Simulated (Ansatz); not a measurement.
# RbGdSe2: the cost of one run

Computed with Ansatz 0.2.0 (DFT PBEsol+U (U = 5 eV, J = 0.7 eV on Gd f), plane waves, PAW, no spin–orbit coupling unless a run says so, unless a step's input says otherwise).

2 further runs of the same task are left out: 2 that didn't finish. Runs told in other sessions of the task aren't counted.

### 1 The starting structure

The structure is trigonal, space group R-3m (No. 166). Conventional cell: a = 4.281 Å, b = 4.281 Å, c = 23.314 Å, α = 90.00°, β = 90.00°, γ = 120.00°. Rb (site symmetry -3m) has 6 Se at 3.40 Å in its first shell of neighbours. Around Gd (site symmetry -3m) lie 6 Se at 2.92 Å. Around Se (site symmetry 3m) lie 3 Gd at 2.92 Å and 3 Rb at 3.40 Å.

Coordinates:

```cif
data_structure
_symmetry_space_group_name_H-M 'P 1'
_symmetry_Int_Tables_number 1
_cell_length_a 15.7381
_cell_length_b 15.7381
_cell_length_c 16.3100
_cell_angle_alpha 15.218
_cell_angle_beta 15.218
_cell_angle_gamma 15.635
_cell_volume 246.72
loop_
_atom_site_label
_atom_site_type_symbol
_atom_site_fract_x
_atom_site_fract_y
_atom_site_fract_z
_atom_site_occupancy
Rb1 Rb 0.50000 0.50000 0.75000 1
Gd1 Gd 0.00000 0.00000 0.00000 1
Se1 Se 0.26670 0.26670 0.86665 1
Se2 Se 0.73330 0.73330 0.63335 1
Rb2 Rb 0.50000 0.50000 0.25000 1
Gd2 Gd 0.00000 0.00000 0.50000 1
Se3 Se 0.26670 0.26670 0.36665 1
Se4 Se 0.73330 0.73330 0.13335 1
```

An earlier series on this cell reached its lowest free state from «antiferromagnetic start, free», perhaps among other starts.

### 2 Total moment held at first, then free, 7.00 μB per cell

input.yaml reads:

```yaml
crystal:
  lattice:
    - [2.14065247, -1.23590628, 15.5427707]
    - [-2.14065247, -1.23590628, 15.5427707]
    - [0.0, -4.94362512, 15.5427707]
  atoms:
    - { symbol: Rb, position: [0.5, 0.5, 0.75] }
    - { symbol: Gd, position: [0.0, 0.0, 0.0], spin: 3.5 }
    - { symbol: Se, position: [0.2667, 0.2667, 0.86665] }
    - { symbol: Se, position: [0.7333, 0.7333, 0.63335] }
    - { symbol: Rb, position: [0.5, 0.5, 0.25] }
    - { symbol: Gd, position: [0.0, 0.0, 0.5], spin: 3.5 }
    - { symbol: Se, position: [0.2667, 0.2667, 0.36665] }
    - { symbol: Se, position: [0.7333, 0.7333, 0.13335] }
basis:
  ecutwfc: 420
  ecutrho_ratio: 4
kpoints:
  mp_grid: { grid: [5, 5, 5] }
hamiltonian:
  xc: pbesol
  hubbard:
    sites:
      - { site: 1, l: f, u: 5.0, j: 0.7 }
      - { site: 5, l: f, u: 5.0, j: 0.7 }
scf:
  occupations: { method: gaussian, width: 0.05 }
  lower_state_search: "off"
  max_iter: 150
output:
  forces: true
  stress: true
  eigenvalues: true
  populations: true
  hubbard: { sites: [{ site: 1, l: f }, { site: 5, l: f }] }
magnetization:
  spin_polarized: true
  initial_magnetization: 7.0
  spin_locking: { lock_magnetization: soft, n_iters: 12 }
```

The lock is temporary (n_iters 12) and is released on the way.

Run with:

```
$ ansatz run input.yaml --threads 8 --pin off --max-ram 12288MiB --backend cpu --events-out ev --progress --plain --runs-dir out
```

**Question.** How long does this run take on 8 threads of Arm Neoverse V2, shared host, and how much memory does it need?

About 20 s, with a peak of 1.5 GiB.
